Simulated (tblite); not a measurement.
# C3H12GaOSi: the cost of one run

The runs use tblite 0.8.0 and PySCF 2.14.0, with density-fitted response routines of our own; the level of theory stands in each step. All values are computed, except where a source is named. Atoms count from 0, in the outputs and in this text.

## (1) Starting geometry

18 atoms, charge -1, multiplicity 1; geometry from: force field or distance geometry start.

Bonds of the start (Å): C0–Si1 1.88, Si1–C2 1.85, Si1–C3 1.88, Si1–O4 1.70, O4–Ga5 1.83, C0–H6 1.11, C0–H7 1.13, C0–H8 1.10, C2–H9 1.09, C2–H10 1.11, C2–H11 1.12, C3–H12 1.08, C3–H13 1.12, C3–H14 1.11, Ga5–H15 1.62, Ga5–H16 1.60, Ga5–H17 1.62.

## (2) Optimising the geometry with GFN2-xTB

Job settings and geometry (Å):

```
{"job": {"kind": "relax", "xc": "GFN2-xTB", "basis": "xTB"}, "charge": -1, "multiplicity": 1}
C      0.173700    -1.088900     1.140800
Si    -0.421000     0.026500    -0.255600
C     -1.843300    -0.707400    -1.182000
C     -1.055100     1.589000     0.576400
O      0.860200     0.499000    -1.275700
Ga     2.490100     0.164900    -0.522000
H     -0.661200    -1.676200     1.579200
H      0.507900    -0.393000     1.962600
H      1.015600    -1.732500     0.851600
H     -1.479800    -1.261300    -2.051100
H     -2.521400    -1.324700    -0.557000
H     -2.454500     0.159600    -1.532300
H     -1.228100     2.313100    -0.207500
H     -1.995900     1.263900     1.090500
H     -0.270400     1.879900     1.308300
H      3.582700     1.057100    -1.310500
H      2.821000    -1.393600    -0.659000
H      2.470900     0.630900     1.031500
```

The run is started by

```console
$ OMP_NUM_THREADS=1 python probes_run.py task.json out
```

This one command runs all jobs of the session in turn.

Q: Estimate the wall time of this first job on 1 thread of Intel Xeon Platinum 8375C at 2.90GHz, shared host.

About 1.1 s.
